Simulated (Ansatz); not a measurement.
# ClGaH3N: the cost of one run

All numbers below are computed with Ansatz 0.2.0 (RKS CAM-B3LYP/def2-SVPD).

1 further run of the same task is left out (it didn't finish).

## 1. The structure to begin with

Bond lengths: Ga1–H2 1.770 Å, Ga1–Cl3 2.440 Å, Ga1–N4 1.930 Å, N4–H5 1.060 Å, N4–H6 1.060 Å. Angles: H2–Ga1–Cl3 49.7°, H2–Ga1–N4 150.9°, Cl3–Ga1–N4 159.4°, Ga1–N4–H5 120.0°, Ga1–N4–H6 120.0°, H5–N4–H6 120.0°.

Structure file:

```xyz
6

Ga    0.0000    0.0000    0.0000
H     0.9098    0.0000    1.5183
Cl    2.4075    0.0000    0.3969
N    -1.6714    0.0000   -0.9650
H    -2.3403   -0.8164   -0.8664
H    -1.9204    0.8164   -1.5936
```

## 2. A restrained relaxation towards end A

Springs on the bonds that form and break draw the guess towards this end; the thresholds are loose.

input.yaml reads:

```yaml
crystal:
  periodic: [false, false, false]
  atoms:
    - { symbol: Ga, position_ang: [0.0, 0.0, 0.0] }
    - { symbol: H, position_ang: [0.9098, 0.0, 1.5183] }
    - { symbol: Cl, position_ang: [2.4075, 0.0, 0.3969] }
    - { symbol: "N", position_ang: [-1.6714, 0.0, -0.965] }
    - { symbol: H, position_ang: [-2.3403, -0.8164, -0.8664] }
    - { symbol: H, position_ang: [-1.9204, 0.8164, -1.5936] }
basis:
  gaussian: { orbitals: def2-SVPD }
hamiltonian:
  xc: cam_b3lyp
relax:
  f_tol: 0.15
  max_steps: 25
  restrain:
    - { distance: [1, 2], at: 2.57, k: 30.0 }
    - { distance: [0, 1], at: 1.57, k: 30.0 }
    - { distance: [0, 2], at: 2.24, k: 30.0 }
```

Launch:

```sh
> ansatz run input.yaml --threads 4 --pin off --max-ram 5120MiB --backend cpu --events-out ev --progress --plain --runs-dir out
```

Q: Estimate wall time and peak memory on 4 threads of Intel Xeon 6975P-C (Granite Rapids), shared host.

About 9.3 s, with a peak of 0.32 GiB.
